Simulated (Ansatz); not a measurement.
Run this with the Ansatz DFT code, driven from Python and show what comes out.

`formation.py`:
```python
# -*- coding: utf-8 -*-
"""Formation energy of IrRu from the elements, after relaxing cells and atoms."""

from collections import Counter
import csv
import warnings

import ansatz as az
from ase import Atoms
import numpy as np


def solve(name, crystal):
    calc = (
        crystal.calculation()
        .functional("PBEsol")
        .pseudopotentials("nc")
        .scf(tolerance=1e-08)
        .accuracy("low")
        .eigensolver("davidson", mixed_precision=False)
        .kpoints(spacing=0.26)
        .occupations("fermi_dirac", width=0.1)
        .stress()
    )
    calc = calc.relax(force_tolerance=0.03, max_steps=60, cell=True)
    return calc.run(threads=1, pin="off")


def counts(outcome):
    return Counter(site.symbol for site in outcome.lattice.sites)

def formation_energy(outcome, mu):
    n = counts(outcome)
    return (outcome.report["energy_sigma0_ev"] - sum(k * mu[element] for element, k in n.items())) / sum(n.values())


def volume_per_atom(outcome):
    return abs(np.linalg.det(outcome.lattice.cell_ang)) / len(outcome.lattice.sites)

warnings.simplefilter("ignore", az.DeckWarning)

phases = {}
atoms = Atoms(
    ["Ru", "Ir"],
    scaled_positions=[
        (0.5, 0.5, 0.5),
        (0.0, 0.0, 0.0),
    ],
    cell=[
        (1.348143, 0.778351, 4.425783),
        (-1.348143, 0.778351, 4.425783),
        (0.0, -1.556701, 4.425783),
    ],
    pbc=True,
)
irru = az.Crystal.from_ase(atoms)
phases["IrRu"] = irru
ru = (
    az.Lattice.of((2.7058, 0.0, 0.0), (-1.3529, 2.343292, 0.0), (0.0, 0.0, 4.2819))
    .atom("Ru", (1 / 3, 2 / 3, 0.25))
    .atom("Ru", (2 / 3, 1 / 3, 0.75))
)
phases["Ru"] = ru
ir = (
    az.Lattice.fcc(3.8312)
    .space_group(225)
    .atom("Ir", (0.0, 0.0, 0.0))
    .primitive()
)
phases["Ir"] = ir

done = {name: solve(name, crystal) for name, crystal in phases.items()}

# energy of one atom in its reference phase
references = {"Ru": "Ru", "Ir": "Ir"}
mu = {element: done[name].report["energy_sigma0_ev"] / len(done[name].lattice.sites) for element, name in references.items()}

target = done["IrRu"]
heat = formation_energy(target, mu)
rows = [(name, len(o.lattice.sites), volume_per_atom(o), formation_energy(o, mu)) for name, o in done.items()]
with open("formation.csv", "w", newline="") as handle:
    writer = csv.writer(handle)
    writer.writerow(["phase", "atoms", "V (A^3/atom)", "E_form (eV/atom)"])
    writer.writerows([round(v, 4) if isinstance(v, float) else v for v in row] for row in rows)
print(open("formation.csv").read())
```

Output of `python formation.py`:
```text
phase,atoms,V (A^3/atom),E_form (eV/atom)
IrRu,2,13.6987,-0.0245
Ru,2,13.3542,0.0
Ir,1,14.0569,0.0
```

Reading the output:
- These settings explore the input space; cutoff and mesh may be short of convergence.
- For the metals among these phases the mesh is modest: differences between phases can be off by up to 40 meV an atom.
- The program warned that this SCF threshold is loose for forces or stresses.
- Spin-orbit coupling, which matters for elements this heavy, is left out.
- The cells come from databases of deposited and of computed structures, and not all need be stable phases.
- The compound is the structure given, not necessarily its lowest; energies are at zero temperature, with no correction for gases. A semilocal functional's error on such energies is often 0.05 to 0.1 eV an atom, and 0.1 to 0.3 eV against gases such as O2 or F2.
- The script silences the warnings on its input, which a real study should read.
- Finished in 3.9 min on 1 thread of Arm Neoverse V2, on a shared host, peak memory 0.54 GiB.
